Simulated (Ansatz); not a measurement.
# GePH3 (singlet): from Hartree-Fock to the top rungs, cc-pVDZ

Aim: climb from Hartree-Fock through coupled cluster and multireference methods for GePH3 (singlet) at one geometry and basis, and see what each rung misses.

Method: cc-pVDZ, core rule «outside noble gas», up to 19 orbitals frozen; program: Ansatz 0.2.0, Gaussian basis.

The runs, in order: UHF; CCSD(T) on RHF; CCSD(T) on UHF; BCCD(T) on RHF; CISD; CCSDT(Q) on RHF; CCSDT(Q) on UHF; CCSDTQ on RHF; CASSCF and MRCISD+Q, 12 electrons in 11 orbitals; CASSCF and MRCISD+Q(relaxed), 12 electrons in 11 orbitals; CASSCF and NEVPT2, 12 electrons in 11 orbitals.

2 further runs of the same task are left out: 2 set aside as unsound or not needed.

## Step 1: What is computed

The geometry is a PBE0/def2-TZVP stationary point (not a proven minimum). No spin-orbit coupling is included. The filled d shell of Ge may be among the frozen orbitals whatever the setting's name suggests; the logs give the count.

5 atoms, charge 0, spin multiplicity 1.

Atoms are counted from 1 here; the program's logs count them from 0.

Bond lengths: Ge1–P2 2.302 Å, Ge1–H3 1.594 Å, P2–H4 1.413 Å, P2–H5 1.413 Å. Angles: P2–Ge1–H3 89.1°, Ge1–P2–H4 105.5°, Ge1–P2–H5 103.2°, H4–P2–H5 98.9°.

## Step 2: UHF

Contents of in.yaml:

```yaml
crystal:
  periodic: [false, false, false]
  atoms:
    - {symbol: Ge, position_ang: [-0.022273, -0.031961, 0.718401]}
    - {symbol: P, position_ang: [0.098532, 0.026889, -1.580154]}
    - {symbol: H, position_ang: [0.031756, 1.560624, 0.737249]}
    - {symbol: H, position_ang: [-0.813254, 1.028626, -1.981686]}
    - {symbol: H, position_ang: [-0.641236, -1.112189, -1.971370]}
basis:
  gaussian: {orbitals: cc-pVDZ}
magnetization: {spin_polarized: true, initial_magnetization: 0}
hamiltonian: {xc: hf}
output: {orbitals: {seedname: orbitals}}
```

Command:

```
> ansatz run in.yaml --threads 1 --pin off --events-out ev --progress --plain --max-ram 4096MiB --backend cpu
```

Further steps of the session: CCSD(T) on RHF; CCSD(T) on UHF; BCCD(T) on RHF; CISD; CCSDT(Q) on RHF; CCSDT(Q) on UHF; CCSDTQ on RHF; CASSCF and MRCISD+Q, 12 electrons in 11 orbitals; CASSCF and MRCISD+Q(relaxed), 12 electrons in 11 orbitals; CASSCF and NEVPT2, 12 electrons in 11 orbitals.

Before running them: what should the planned runs give, taken together? Wanted: RCCSDTQ below the RHF energy; RMP2 from RCCSDTQ; RCCSD from RCCSDTQ; RCCSD(T) from RCCSDTQ; RCCSDT(Q) from RCCSDTQ; NEVPT2 valence from RCCSDTQ; MRCISD+Q valence from RCCSDTQ; MRCISD+Q(relaxed) valence from RCCSDTQ; T1 diagnostic.

As calculated:

| quantity | value |
| --- | --- |
| RCCSDTQ below the RHF energy | -6.8975 eV |
| RMP2 from RCCSDTQ | +1372.7 meV |
| RCCSD from RCCSDTQ | +254.7 meV |
| RCCSD(T) from RCCSDTQ | +47.1 meV |
| RCCSDT(Q) from RCCSDTQ | +0.2 meV |
| NEVPT2 valence from RCCSDTQ | +1151.6 meV |
| MRCISD+Q valence from RCCSDTQ | +38.5 meV |
| MRCISD+Q(relaxed) valence from RCCSDTQ | -7.1 meV |
| levels within 1 kcal/mol (43 meV) | RCCSDT, RCCSDT(Q), MRCISD+Q valence, MRCISD+Q(relaxed) valence |
| T1 diagnostic | 0.019 |
| effectively unpaired electrons | 0.06 |

What this shows: RCCSD(T) lands +47.1 meV from the yardstick (0.7 % of the correlation energy). One determinant dominates. Of the multireference levels listed MRCISD+Q(relaxed) valence comes nearest in total energy (-7.1 meV), which doesn't show that its space is the better one. These misses are within one basis, not against nature.
